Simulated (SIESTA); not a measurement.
ZrB:

```
CELL_PARAMETERS angstrom
0.00000 2.32500 2.32500
2.32500 0.00000 2.32500
2.32500 2.32500 0.00000
ATOMIC_POSITIONS crystal
Zr 0.00000 0.00000 0.00000
B 0.50000 0.50000 0.50000
```

Base run:

* Program: SIESTA 5.4.2
* Functional: PBEsol
* Potentials or basis: PseudoDojo 0.4 standard (PBEsol files)
* Basis: DZP (energy shift 0.003 Ry; two zetas on semicore shells)
* Grid cutoff: 800 Ry
* Energy shift: 0.003 Ry
* k mesh: 8 × 8 × 8
* Occupations: fermi-dirac, width 0.05 eV
* Spin: no spin polarisation
* Hubbard terms: Zr d U = 2 eV

Its results: band gap on the k mesh none (metal or under the smearing width); pressure 35.6 GPa.

Question: The run is repeated on the same cell with these changes: hubbard terms from Zr d U = 2 eV to none. What comes out?

Answer: Band gap on the k mesh none (metal or under the smearing width); pressure 30.8 GPa.

Caveats: a pressure of tens of GPa on the cell as given is suspect, and the run, the potentials or the cell itself is likely at fault; the basis of atomic orbitals isn't converged, which shifts pressures, moduli and gaps; U without spin polarisation on a metal has little footing (some runs); the U is typed as a test and isn't derived for this compound (some runs).
